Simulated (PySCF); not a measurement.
**La⁺: interval between two levels with spin-orbit coupling**

Aim: the interval between two levels of lanthanum from differences of total energies, at each level of theory, and how far each lands from the tabulated value where there is one.

Method: two-component X2C-1e, generalised determinants. Code: PySCF 2.14.0.

## Step 1: The system

```
Element                                   : lanthanum (Z = 57)
Basis                                     : x2c-TZVPall-2c
Hamiltonian                               : two-component X2C-1e, Gaussian nucleus, no Breit or QED terms; spin-orbit coupling, run by run: screened by Boettger's factors
Core shells frozen in the correlated runs : [Ar] 3d10 (for La⁺)
State 1                                   : La⁺ 5d1 6p1 3F4: [Xe] 5d1 6p1; 5d5/2 filled at m_j = +5/2; 6p3/2 filled at m_j = +3/2
Needed too, but not shown                 : La⁺ [Xe] 5d2 (3F)
Methods                                   : GHF, GMP2
```

Outer shells as boxes (Hund's rule):

La+ [Xe] 5d1 6p1
```
[Xe] core
5d [↑ ][  ][  ][  ][  ]
6p [↑ ][  ][  ]
```

A driver program built on PySCF's X2C-1e integrals ran all steps in one process from the settings above; there is no separate input file.

The driver's launch:

```
$ OMP_NUM_THREADS=1 python sorun2.py TASK.json OUT
```

The integrals over 108 functions and the set-up took 8.1 s of CPU time.

## Step 2: La⁺ 5d1 6p1 3F4

GHF (screened spin-orbit):

The program printed:

```text
cycle= 1 E= -8490.8367193536  delta_E= -8.49e+03  |FDS-SDF|= 0.0378
cycle= 2 E= -8490.8514611955  delta_E= -0.0147  |FDS-SDF|= 0.0031
cycle= 3 E= -8490.8531421020  delta_E= -0.00168  |FDS-SDF|= 0.00107
cycle= 4 E= -8490.8534236126  delta_E= -0.000282  |FDS-SDF|= 0.000496
cycle= 5 E= -8490.8535021735  delta_E= -7.86e-05  |FDS-SDF|= 0.000144
cycle= 6 E= -8490.8535119774  delta_E= -9.8e-06  |FDS-SDF|= 4.95e-05
cycle= 7 E= -8490.8535127854  delta_E= -8.08e-07  |FDS-SDF|= 1.16e-05
cycle= 8 E= -8490.8535128040  delta_E= -1.86e-08  |FDS-SDF|= 2.05e-06
cycle= 9 E= -8490.8535128049  delta_E= -9.19e-10  |FDS-SDF|= 5.4e-07
```

It took 5.7 s on 1 thread of Neoverse-V2, shared host, the integrals not counted.

Occupied spinors:

```csv
spinor shell,electrons,mean energy (eV),weight of the nominal j,rms radius (bohr)
1s1/2,2,-39123.3,1.000,0.0286
2s1/2,2,-6341.9,1.000,0.116
2p1/2,2,-5968.0,1.000,0.100
2p3/2,4,-5551.4,1.000,0.106
3s1/2,2,-1408.0,1.000,0.303
3p1/2,2,-1249.2,1.000,0.295
3p3/2,4,-1165.8,1.000,0.308
3d3/2,4,-890.10,1.000,0.279
3d5/2,6,-872.51,1.000,0.283
4s1/2,2,-309.52,1.000,0.694
4p1/2,2,-248.54,1.000,0.719
4p3/2,4,-230.70,1.000,0.746
4d3/2,4,-128.39,0.999,0.820
4d5/2,6,-125.30,1.000,0.830
5s1/2,2,-56.200,1.000,1.67
5p1/2,2,-37.067,0.980,1.86
5p3/2,4,-34.665,0.990,1.93
5d5/2,1,-12.974,1.000,3.07
6p3/2,1,-7.649,1.000,5.51
```

M_J = 4, ⟨J²⟩ = 20.013, ⟨L²⟩ = 12.049, ⟨S²⟩ = 2.039.

GMP2 (screened spin-orbit):

This step left no log, only its results.

It took 3.7 s on 1 thread of Neoverse-V2, shared host, the integrals not counted.

With 28 electrons correlated and 18 very high virtual spinors dropped, the MP2 correlation energy is -0.70039 hartree. Largest pairs: 4d3/2-4d5/2 -0.1095, 4d5/2-4d5/2 -0.0799, 4d5/2-5p3/2 -0.0520, 5p1/2-5p3/2 -0.0427, 5p3/2-5p3/2 -0.0414.

## Step 3: The energy differences

Interval between two levels: La⁺ [Xe] 5d2 [5d5/2^2, M_J = 4] → La⁺ [Xe] 5d1 6p1 [5d5/2^1 6p3/2^1, M_J = 4].

```csv
method,value (eV)
GHF (screened spin-orbit),2.808
GMP2 (screened spin-orbit),2.777
```

The differences also use runs on La⁺ [Xe] 5d2 (3F), which are not shown here.

## Step 4: Results

```
                                      quantity                                                                 value
interval between two levels, La⁺ → 5d1 6p1 3F4  GHF (screened spin-orbit) 2.808, GMP2 (screened spin-orbit) 2.777 eV
```

What this shows: The methods span 0.032 eV, from GMP2 (screened spin-orbit) (2.777) to GHF (screened spin-orbit) (2.808). No reference value is at hand in this session. The basis is finite, and no extrapolation was made.
